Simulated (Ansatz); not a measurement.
Ti, space group P6/mmm, cell relaxations under several functionals

With Ansatz's Python interface.

Run as a notebook:

```python
import ansatz as az
import numpy as np

K_SPACING = 0.22
SMEARING = "Fermi-Dirac"
SMEARING_WIDTH = 0.05
```

```python
def edges_and_angles(cell):
    cell = np.asarray(cell)
    a, b, c = np.linalg.norm(cell, axis=1)
    cosines = cell[1] @ cell[2] / (b * c), cell[0] @ cell[2] / (a * c), cell[0] @ cell[1] / (a * b)
    return (a, b, c, *np.degrees(np.arccos(cosines)))

xtal = (
    az.Lattice.from_parameters(4.6, 4.6, 2.82, alpha=90.0, beta=90.0, gamma=120.0)
    .atom("Ti", [0.0, 0.0, 0.0])
    .atom("Ti", [1 / 3, 2 / 3, 0.5])
    .atom("Ti", [2 / 3, 1 / 3, 0.5])
)

xtal.resolved().sites[-1]
```

    Site(symbol='Ti', position=(0.6666666666666666, 0.3333333333333333, 0.5), moment=None, axis=None, held=None, saved=None)

```python
calc = (
    xtal.calculation()
    .kpoints(spacing=K_SPACING)
    .occupations(SMEARING, width=SMEARING_WIDTH)
    .relax(cell=True)
)
```

```python
levels = [("blyp", "d3bj"), ("pbesol", "none"), ("pbesol", "d3bj")]
print("level            a       b       c    alpha   beta  gamma  V/atom  steps")
for name, dispersion in levels:
    seen = []
    run = calc.functional(name, dispersion=dispersion).session().plan()
    out = run.execute(on_event=lambda e: seen.append(e) if e["event"] == "relax_step" else None)
    cell = out.lattice.cell_ang
    label = name if dispersion == "none" else f"{name}+{dispersion}"
    print("{:13s} {:7.4f} {:7.4f} {:7.4f} {:6.2f} {:6.2f} {:6.2f}".format(label, *edges_and_angles(cell)), f"{abs(np.linalg.det(cell)) / len(out.lattice.sites):7.3f} {len(seen):5d}")
```

    level            a       b       c    alpha   beta  gamma  V/atom  steps
    DeckWarning: basis.ecutwfc = 420 eV, auto-derived from the records' recommended cutoffs: set by Ti (normal level)
    blyp+d3bj      4.4072  4.4072  2.7412  90.00  90.00 120.00  15.370     6
    pbesol         4.5160  4.5160  2.7974  90.00  90.00 120.00  16.469     5
    pbesol+d3bj    4.4341  4.4341  2.7527  90.00  90.00 120.00  15.623     6

From smallest to largest: BLYP+D3BJ (15.37 Å³ an atom, -10.8 % against the start), PBEsol+D3BJ (15.62 Å³ an atom, -9.3 % against the start) and PBEsol (16.47 Å³ an atom, -4.4 % against the start). The spread is 7.1 % in volume.

What to keep in mind:
- Spin is left out of this run.
- Forces vanish by symmetry, so the ions can't move, and the end may be a saddle.
- BLYP and dispersion corrections can be off by several per cent in the lattices of metals, and by several GPa in the pressure at a fixed cell.
- This isn't the structure that Ti takes at ambient conditions.
- Warnings are shown shortened and without file and line.
- Run time: 54 s on 1 thread of Arm Neoverse V2, with other jobs on the host, peak memory 0.45 GiB.
